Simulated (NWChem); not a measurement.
# ZnH2 (SMILES [ZnH2]) at 3 levels

Aim: a comparison of 3 runs (HF/3-21G, CAM-B3LYP/def2-TZVP, MP2/6-31G) of ZnH2. 

The results are computed with NWChem 7.3.0.

2 further runs of the same task are left out: 1 that didn't finish, 1 set aside as unsound or not needed.

### Step 1. Starting point

ZnH2: 3 atoms, total charge 0, spin state singlet. As SMILES, `[ZnH2]`. The shape is that of a PBE0-D4/def2-TZVP optimisation.

Bond lengths: Zn1–H2 1.544 Å, Zn1–H3 1.544 Å. Angles: H2–Zn1–H3 180.0°.

### Step 2. Energy and forces at HF/3-21G (run 1)

h2zn.nw

```
echo
start h2zn
memory stack 880 mb heap 220 mb global 1100 mb
geometry units atomic noautosym nocenter noautoz
   Zn -0.00699199 -0.04081808 -0.00831479
   H   1.11607225  2.50237533  0.87966751
   H  -1.12986725 -2.58401150 -0.89648607
end
basis spherical bse
   * library 3-21G
end
scf
   singlet
   rhf
   thresh 1e-08
   maxiter 80
end
task scf gradient
```

Started as:

```
nwchem h2zn.nw > h2zn.out
```

Log:

```text
[...]
  functions       =    31
[...]
  wavefunction    = RHF
[...]
         Total SCF energy =  -1770.077958919135
      One-electron energy =  -2517.179101030136
      Two-electron energy =    726.371232345915
 Nuclear repulsion energy =     20.729909765087
        Time for solution =      0.5s
[...]
                         RHF ENERGY GRADIENTS
    atom               coordinates                        gradient
                 x          y          z           x          y          z
   1 Zn     -0.006992  -0.040818  -0.008315   -0.000001  -0.000001  -0.000000
   2 H       1.116072   2.502375   0.879668   -0.002372  -0.005373  -0.001876
   3 H      -1.129867  -2.584012  -0.896486    0.002373   0.005374   0.001877
[...]
```

Run time: 1.3 s. Hardware: 1 thread of Intel Xeon 6975P-C (Granite Rapids), shared host; peak memory 0.093 GiB.

### Step 3. Energy and gradient at CAM-B3LYP/def2-TZVP (run 2)

calc.nw

```
start calc
title "H2Zn CAM-B3LYP"
memory total 2200 mb

geometry units angstroms noautosym nocenter noautoz
   Zn    -0.003700    -0.021600    -0.004400
   H      0.590600     1.324200     0.465500
   H     -0.597900    -1.367400    -0.474400
end

basis spherical bse
   * library def2-TZVP
end

dft
   xc xcamb88 1.00 lyp 0.81 vwn_5 0.19 hfexch 1.00
   cam 0.33 cam_alpha 0.19 cam_beta 0.46
   mult 1
   grid xfine
   convergence energy 1e-08
   direct
   iterations 100
   mulliken
end

task dft gradient
```

Started as:

```
nwchem calc.nw > calc.out
```

Log:

```text
[...]
          Wavefunction type:  closed shell.
          No. of atoms     :     3
          No. of electrons :    32
[...]
          Charge           :     0
          Spin multiplicity:     1
[...]
          AO basis - number of functions:    60
[...]
              XC Information
              --------------
                     Hartree-Fock (Exact) Exchange  1.000
                   CAM-Becke88 Exchange Functional  1.000
                      VWN V Correlation Functional  0.190 local
              Lee-Yang-Parr Correlation Functional  0.810
[...]
 d= 0,ls=0.0,diis     1  -1780.6500996602 -1.80D+03  5.74D-03  3.82D-01     1.5
[...]
 d= 0,ls=0.0,diis     7  -1780.6743578007 -8.68D-09  3.40D-07  2.20D-10     8.2
         Total DFT energy =    -1780.674357800677
      One electron energy =    -2524.088665204762
           Coulomb energy =      794.619848235138
    Exchange-Corr. energy =      -71.935452063045
 Nuclear repulsion energy =       20.729911231991
[...]
      Total Density - Mulliken Population Analysis
     ---------------------------------------------
    Atom       Charge   Shell Charges
 -----------   ------   -------------------------------------------------------
    1 Zn  30    29.87   2.00  2.00  1.20  0.78  0.92  0.29  5.99  4.80  1.22  0.53  0.14  5.42  3.20  1.27  0.10  0.00
    2 H    1     1.07   0.23  0.52  0.31  0.01
    3 H    1     1.07   0.23  0.52  0.31  0.01
[...]
  wavefunction    = closed shell
[...]
                         DFT ENERGY GRADIENTS
    atom               coordinates                        gradient
                 x          y          z           x          y          z
   1 Zn     -0.006992  -0.040818  -0.008315   -0.000004  -0.000002   0.000003
   2 H       1.116072   2.502375   0.879667    0.000847   0.001915   0.000667
   3 H      -1.129867  -2.584011  -0.896486   -0.000843  -0.001913  -0.000670
[...]
```

It took 11 s on 1 thread of Intel Xeon 6975P-C (Granite Rapids), shared host; peak memory 0.12 GiB.

### Step 4. Energy and gradient at MP2/6-31G (run 3)

job.nw

```
START job
TITLE "H2Zn"
memory 2200 mb
charge 0
GEOMETRY units angstroms noautosym nocenter noautoz
  Zn   -0.003700   -0.021600   -0.004400
  H     0.590600    1.324200    0.465500
  H    -0.597900   -1.367400   -0.474400
END
BASIS spherical bse
  * library 6-31G
END
SCF
  thresh 1e-08
  maxiter 80
  print low
END
MP2
  freeze core 5
  tight
END
TASK mp2 gradient
```

Started as:

```
nwchem job.nw > job.out
```

Log:

```text
[...]
  functions       =    31
[...]
  wavefunction    = RHF
[...]
         Total SCF energy =  -1778.601151266751
      One-electron energy =  -2525.736909348102
      Two-electron energy =    726.405846849361
 Nuclear repulsion energy =     20.729911231991
        Time for solution =      2.2s
[...]
          Total MP2 energy         -1778.855229080904
[...]
                         mp2 ENERGY GRADIENTS
    atom               coordinates                        gradient
                 x          y          z           x          y          z
   1 Zn     -0.006992  -0.040818  -0.008315   -0.000002  -0.000002   0.000001
   2 H       1.116072   2.502375   0.879667   -0.001619  -0.003668  -0.001282
   3 H      -1.129867  -2.584011  -0.896486    0.001621   0.003670   0.001281
[...]
```

It took 6.6 s on 1 thread of Intel Xeon 6975P-C (Granite Rapids), shared host; peak memory 0.1 GiB.

### Step 5. Overview of the runs

| run | level | iteration cap | module | energy (Eh) | dipole moment (D) | HOMO energy (eV) | LUMO energy (eV) | wall time |
| --- | --- | --- | --- | --- | --- | --- | --- | --- |
| 1 | HF/3-21G | 80 | scf | -1770.077959 | 0.00 | -10.65 | 1.39 | 1.3 s |
| 2 | CAM-B3LYP/def2-TZVP | 100 | dft | -1780.674358 | 0.00 | -9.42 | 0.05 | 11 s |
| 3 | MP2/6-31G | 80 | mp2 | -1778.855229 | 0.00 | – | – | 6.6 s |

### Step 6. Summary of results

| quantity | value |
| --- | --- |
| run 3: total energy | -1778.85523 Eh |
| run 3: dipole moment (of the density that the program reports) | 0.00 D |
| run 3: correlation energy (5 core orbitals frozen) | -254.1 mEh |
| run 3: largest force on an atom | 0.217 eV/Å |

All runs together took 19 s, the longest 11 s.
